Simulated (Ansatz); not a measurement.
# CO on WC (100)

This session takes WC and sets out to adsorb CO from several starts and take the binding apart.

Computed with Ansatz 0.2.0 (DFT PBE+D3(BJ), scalar-relativistic, plane waves, PAW, unless a step's input says otherwise).

2 further runs of the same task are left out: 2 set aside as unsound or not needed.

## 1. The structure to begin with

Symmetry: Pmm2, No. 25, orthorhombic system. Conventional cell: a = 2.833 Å, b = 2.902 Å, c = 21.864 Å, α = 90.00°, β = 90.00°, γ = 90.00°. Around C (site symmetry mm2) lie 4 W at 2.19 Å. W (site symmetry mm2) has 6 C at 2.19 Å as nearest neighbours. Around C (site symmetry mm2) lie 6 W at 2.19 to 2.20 Å. Around W (site symmetry mm2) lie 6 C at 2.20 to 2.21 Å. C (site symmetry mm2) has 6 W at 2.17 to 2.21 Å as nearest neighbours. Around W (site symmetry mm2) lie 4 C at 2.17 Å.

Coordinates:

```cif
data_structure
_symmetry_space_group_name_H-M 'Pmm2'
_symmetry_Int_Tables_number 25
_cell_length_a 2.8327
_cell_length_b 2.9019
_cell_length_c 21.8640
_cell_angle_alpha 90.000
_cell_angle_beta 90.000
_cell_angle_gamma 90.000
_cell_volume 179.72
loop_
_atom_site_label
_atom_site_type_symbol
_atom_site_symmetry_multiplicity
_atom_site_Wyckoff_symbol
_atom_site_fract_x
_atom_site_fract_y
_atom_site_fract_z
_atom_site_occupancy
C1 C 1 c 0.50000 0.00000 0.36590 1
W1 W 1 b 0.00000 0.50000 0.40421 1
C2 C 1 d 0.50000 0.50000 0.48084 1
W2 W 1 a 0.00000 0.00000 0.51963 1
C3 C 1 c 0.50000 0.00000 0.59707 1
W3 W 1 b 0.00000 0.50000 0.63280 1
```

Planes are indexed in the bulk's conventional cell (P-6m2 (No. 187)), a = 2.902 Å, b = 2.902 Å, c = 2.833 Å, α = 90.00°, β = 90.00°, γ = 120.00°.

It is a (100) slab, 5.9 Å thick as cut, with 16 Å of vacuum, in a 2×2 surface cell; its outer planes are W (top) and C (bottom). An earlier relaxation, lower half held, gave -127624.2346 eV, work function 5.31 eV (top face), 5.91 eV (bottom face), dipole along +c 0.108 e·Å per cell.

## 2. CO, flat, over a bridge (W-C) site

File input.yaml:

```yaml
crystal:
  lattice:
    - [5.6653313018, 0.0, 0.0]
    - [0.0, 5.8038113749, 0.0]
    - [0.0, 0.0, 23.8639561044]
  atoms:
    - { symbol: C, position: [0.25, 0.0, 0.3352336036] }
    - { symbol: C, position: [0.25, 0.5, 0.3352336036] }
    - { symbol: C, position: [0.75, 0.0, 0.3352336036] }
    - { symbol: C, position: [0.75, 0.5, 0.3352336036] }
    - { symbol: W, position: [0.0, 0.75, 0.3703370882] }
    - { symbol: W, position: [0.0, 0.25, 0.3703370882] }
    - { symbol: W, position: [0.5, 0.75, 0.3703370882] }
    - { symbol: W, position: [0.5, 0.25, 0.3703370882] }
    - { symbol: C, position: [0.25, 0.75, 0.4405440573] }
    - { symbol: C, position: [0.25, 0.25, 0.4405440573] }
    - { symbol: C, position: [0.75, 0.75, 0.4405440573] }
    - { symbol: C, position: [0.75, 0.25, 0.4405440573] }
    - { symbol: W, position: [0.0, 0.5, 0.476082625] }
    - { symbol: W, position: [0.0, 0.0, 0.476082625] }
    - { symbol: W, position: [0.5, 0.5, 0.476082625] }
    - { symbol: W, position: [0.5, 0.0, 0.476082625] }
    - { symbol: C, position: [0.25, 0.5, 0.5470348928] }
    - { symbol: C, position: [0.25, 0.0, 0.5470348928] }
    - { symbol: C, position: [0.75, 0.5, 0.5470348928] }
    - { symbol: C, position: [0.75, 0.0, 0.5470348928] }
    - { symbol: W, position: [0.0, 0.25, 0.5797619246] }
    - { symbol: W, position: [0.0, 0.75, 0.5797619246] }
    - { symbol: W, position: [0.5, 0.25, 0.5797619246] }
    - { symbol: W, position: [0.5, 0.75, 0.5797619246] }
    - { symbol: C, position: [-0.125, 0.125, 0.6929032658] }
    - { symbol: O, position: [-0.3005356123, 0.2245219424, 0.6929032658] }
basis:
  ecutwfc: 420
kpoints:
  mp_grid: { grid: [4, 3, 1] }
hamiltonian:
  xc: pbe
  dispersion: d3bj
scf:
  occupations: { method: gaussian, width: 0.1 }
output:
  forces: true
  eigenvalues: true
  write_density: true
  write_potential: true
  elf: true
  volumetric_format: npy
relax:
  adjacent_minimum: "off"
  f_tol: 0.04
  max_steps: 100
  constraints: [{ sites: [0, 1, 2, 3, 4, 5, 6, 7, 8, 9, 10, 11] }]
efield:
  axis: 3
  dipole_correction: true
  ramp_width: 0.04
```

On the command line:

```sh
> ansatz run input.yaml --threads 4 --pin off --max-ram 10240MiB --backend cpu --events-out ev --progress --plain --runs-dir out
```

The session goes on with these runs: CO, upright, over a bridge (W-C) site; the lowest end once more, with its density; the slab alone, frozen as in the lowest end; the molecules alone, frozen as adsorbed.

What does the calculation give? Wanted: CO: lowest end; interaction of the frozen parts; electrons moved above the midplane.

The runs gave:

| quantity | value |
| --- | --- |
| CO: lowest end | E_ads -2.25 eV, flat start over bridge W-C |
| interaction of the frozen parts | -2.36 eV a cell |
| cost of deforming the slab | 0.04 eV |
| cost of deforming and crowding the molecules | 0.07 eV |
| electrons moved above the midplane | +0.040 |

What this shows: CO binds with 2.25 eV a molecule at best. In all 0.59 electrons are rearranged, and 0.04 cross the midplane towards the molecule. Spin-orbit coupling is left out, which matters for the bands of W. Spin polarisation is off in the runs that give these values; a magnetic solution could lie lower.
